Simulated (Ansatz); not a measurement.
Crystal: MnAu3.

```
Au Mn
1.0
     1.52620    0.88115    8.77497
    -1.52620    0.88115    8.77497
     0.00000   -1.76231    8.77497
Au Mn
3 1
Direct
  0.74399 0.74399 0.74399
  0.50000 0.50000 0.50000
  0.25601 0.25601 0.25601
  0.00000 0.00000 0.00000
```

The cell comes from a database or a generator and needn't be the stable form of this composition.

Base run:

```yaml
Program: Ansatz 0.2.0
Functional: PBEsol
Potentials_or_basis: all-electron LAPW, scalar-relativistic
Cutoff: 251 eV
Density_cutoff: 1004 eV
Basis_error_allowed: 0.002 eV/atom
k_mesh: 10 × 10 × 10
Occupations: fermi-dirac, width 0.05 eV
Spin: collinear spin, ferromagnetic start
Starting_moments: "[0.0, 0.0, 0.0, 4.0] μB"
```

Its results: pressure -7.8 GPa; net moment 4.07 μB per cell; site moments Au +0.06, -0.01; Mn +3.87 μB; largest force 0.090 eV/Å.

Task: The run is repeated on the same cell with these changes: functional from PBEsol to LDA. What comes out?

Result: Pressure -12.3 GPa; net moment 4.01 μB per cell; site moments Au +0.06, -0.01; Mn +3.80 μB; largest force 0.007 eV/Å.

LDA binds more tightly than PBEsol, so the same cell stands under less pressure.

Not every run made on this cell is shown here.
